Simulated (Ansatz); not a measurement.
# C₂H₆BS radical: basis-set convergence

An exercise on one series of results from a longer session: the logs are not shown, and one member is left open.

The runs use Ansatz 0.2.0, Gaussian basis; one geometry, several basis sets.

The runs, in order: PBE0-D4/def2-SVP; ωB97M-V/def2-SVP; PBE0-D4/def2-QZVPP; ωB97M-V/def2-QZVPP; the functionals' def2-TZVPP values are taken from earlier runs.

## The relaxed structure

An earlier PBE0-D4 in a triple-zeta def2 set relaxation fixed the geometry.

SMILES `CC[B]S`, 10 atoms, charge 0, spin multiplicity 2.

Atoms are counted from 1 here; the program's logs count them from 0.

Bond lengths: C1–C2 1.527 Å, C1–H5 1.093 Å, C1–H6 1.092 Å, C1–H7 1.092 Å, C2–B3 1.548 Å, C2–H8 1.101 Å, C2–H9 1.099 Å, B3–S4 1.745 Å, S4–H10 1.361 Å. Angles: C2–C1–H5 111.3°, C2–C1–H6 111.1°, C2–C1–H7 111.0°, H5–C1–H6 107.7°, H5–C1–H7 108.1°, H6–C1–H7 107.4°, C1–C2–B3 116.4°, C1–C2–H8 109.5°, C1–C2–H9 110.5°, B3–C2–H8 104.8°, B3–C2–H9 109.9°, H8–C2–H9 105.0°, C2–B3–S4 134.7°, B3–S4–H10 101.5°.

As a file:

```
C     0.28961    1.45815   -0.02490
C    -0.27499    0.05662    0.19822
B     0.72808   -1.11638    0.08555
S     0.58844   -2.82140   -0.26011
H    -0.47636    2.22328    0.12201
H     0.67956    1.56827   -1.03898
H     1.11092    1.66338    0.66429
H    -0.68133   -0.01834    1.21883
H    -1.13471   -0.12211   -0.46337
H    -0.74603   -2.94266   -0.49863
```

Set-up of the first run:

in.yaml reads:

```yaml
crystal:
  periodic: [false, false, false]
  atoms:
    - {symbol: C, position_ang: [0.289607, 1.458148, -0.024901]}
    - {symbol: C, position_ang: [-0.274989, 0.056617, 0.198217]}
    - {symbol: B, position_ang: [0.728084, -1.116384, 0.085550]}
    - {symbol: S, position_ang: [0.588444, -2.821396, -0.260107]}
    - {symbol: H, position_ang: [-0.476357, 2.223283, 0.122006]}
    - {symbol: H, position_ang: [0.679560, 1.568269, -1.038984]}
    - {symbol: H, position_ang: [1.110921, 1.663384, 0.664292]}
    - {symbol: H, position_ang: [-0.681326, -0.018343, 1.218829]}
    - {symbol: H, position_ang: [-1.134714, -0.122114, -0.463369]}
    - {symbol: H, position_ang: [-0.746031, -2.942664, -0.498631]}
basis:
  gaussian: {orbitals: def2-SVP}
magnetization: {spin_polarized: true, initial_magnetization: 1}
hamiltonian: {xc: pbe0, dispersion: d4}
output: {orbitals: {seedname: orbitals}}
```

Started as:

```bash
$ ansatz run in.yaml --threads 4 --pin off --events-out ev --progress --plain --max-ram 10444MiB
```

Among the steps run: PBE0-D4 in def2-SVP; ωB97M-V in def2-SVP; PBE0-D4 in def2-QZVPP; ωB97M-V in def2-QZVPP.

One of the session's tables, all rows but one given; the rest of the session is left out.

It belongs to the step «Functionals by basis». 

| functional | basis | HOMO (eV) | LUMO (eV) |
| --- | --- | --- | --- |
| PBE0-D4 | def2-SVP | ? | ? |
| PBE0-D4 | def2-TZVPP | -5.59 | -1.42 |
| PBE0-D4 | def2-QZVPP | -5.61 | -1.47 |
| ωB97M-V | def2-SVP | -7.27 | 0.45 |
| ωB97M-V | def2-TZVPP | -7.40 | 0.10 |
| ωB97M-V | def2-QZVPP | -7.42 | 0.00 |

**Question.** Estimate the row for PBE0-D4, def2-SVP.

**Answer.** HOMO (eV): -5.51; LUMO (eV): -1.22. In the column «HOMO (eV)» it is the highest.
